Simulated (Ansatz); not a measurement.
a series on the rocksalt structure: YSb, LaSb, LuSb: a table of relaxed lattice constants and trends, run with Ansatz's Python interface.

`series.py`:
```python
"""Element substitution on the rocksalt prototype."""

import warnings

import ansatz as az
import numpy as np
import pandas as pd

XC = "lda"
CUTOFF_EV = 500
KSPACING = 0.33
OCCUPATIONS = "fermi_dirac"
SMEARING_WIDTH = 0.05


def rocksalt(A, B, a):
    return (
        az.Lattice.fcc(a)
        .space_group(225)
        .atom(A, (0, 0, 0))
        .atom(B, (0.5, 0.5, 0.5))
        .primitive()
    )


def run_phase(name, crystal, relax=True):
    calc = (
        crystal.calculation()
        .functional(XC)
        .basis(CUTOFF_EV)  # cutoff of the orbital basis
        .kpoints(spacing=KSPACING)  # sampling of the Brillouin zone
        .occupations(OCCUPATIONS, width=SMEARING_WIDTH)
        .stress()  # positive in compression
        .band_table()  # levels at the mesh points
    )
    if relax:
        calc = calc.relax(force_tolerance=0.02, cell=True)
    return calc.run(threads=1, pin="off")

def bulk_modulus(name, outcome, step=0.02):
    # B = -V dP/dV from the pressures of two uniformly scaled cells, atoms held at their fractions
    pressure = []
    for factor in (1 - step, 1.0, 1 + step):
        cell = az.Crystal(lattice=az.Lattice.of(outcome.lattice.cell_ang * factor ** (1 / 3)))
        for site in outcome.report["lattice"]["sites"]:
            cell = cell.atom(site["symbol"], site["position_frac"])
        pressure.append(np.trace(run_phase(name, cell, relax=False).report["stress_gpa"]) / 3)
    slope, bend = (pressure[0] - pressure[2]) / (2 * step), abs(pressure[0] + pressure[2] - 2 * pressure[1])
    # a jump of mesh or basis between the cells shows as a kink: no modulus then
    return float(slope) if bend < 12 * step**2 * abs(slope) + 0.15 and abs(pressure[1]) < 1.5 else float("nan")

def relaxed_twice(name, crystal):
    # the second pass draws mesh and plane waves anew for the relaxed cell
    first = run_phase(name, crystal)
    again = az.Crystal(lattice=az.Lattice.of(first.lattice.cell_ang))
    for site in first.report["lattice"]["sites"]:
        again = again.atom(site["symbol"], site["position_frac"])
    return run_phase(name, again)


def volume_per_atom(outcome):
    return abs(np.linalg.det(outcome.lattice.cell_ang)) / len(outcome.lattice.sites)


def main() -> None:
    # the lattice constants below are starting guesses
    warnings.simplefilter("ignore")

    phases = {}
    phases["YSb"] = rocksalt("Y", "Sb", 6.19)
    phases["LaSb"] = rocksalt("La", "Sb", 6.51)
    phases["LuSb"] = rocksalt("Lu", "Sb", 6.13)

    done = {}
    for name, crystal in phases.items():
        try:
            done[name] = relaxed_twice(name, crystal)
        except az.NonConvergedError as error:
            print(name, "did not converge:", str(error)[:120])

    rows = [(name, (4 * len(o.lattice.sites) * volume_per_atom(o)) ** (1 / 3), volume_per_atom(o), bulk_modulus(name, o)) for name, o in done.items()]
    print(pd.DataFrame(rows, columns=["compound", "a (A)", "V (A^3/atom)", "B (GPa)"]).round(4).to_string(index=False))


if __name__ == "__main__":
    main()
```

Rank the compounds by their relaxed volume per atom.

From smallest to largest: LuSb (26.04 Å³), YSb (27.83 Å³) and LaSb (32.82 Å³). The largest is 26 % above the smallest.

The output:

```console
$ python series.py
compound  a (A)  V (A^3/atom)  B (GPa)
     YSb 6.0608       27.8295  69.0081
    LaSb 6.4031       32.8154  60.1614
    LuSb 5.9280       26.0397  72.3462
```

For the metals among these phases the mesh is modest: differences between phases can be off by up to 40 meV an atom. The bulk modulus is taken at fixed shape and positions, an upper value where these are free. Pressure is positive in compression. The cells are built on a prototype by substitution; a member may or may not take this structure in nature. Run time: 59 s on 1 thread of Arm Neoverse V1 (shared host), peak memory 0.49 GiB.
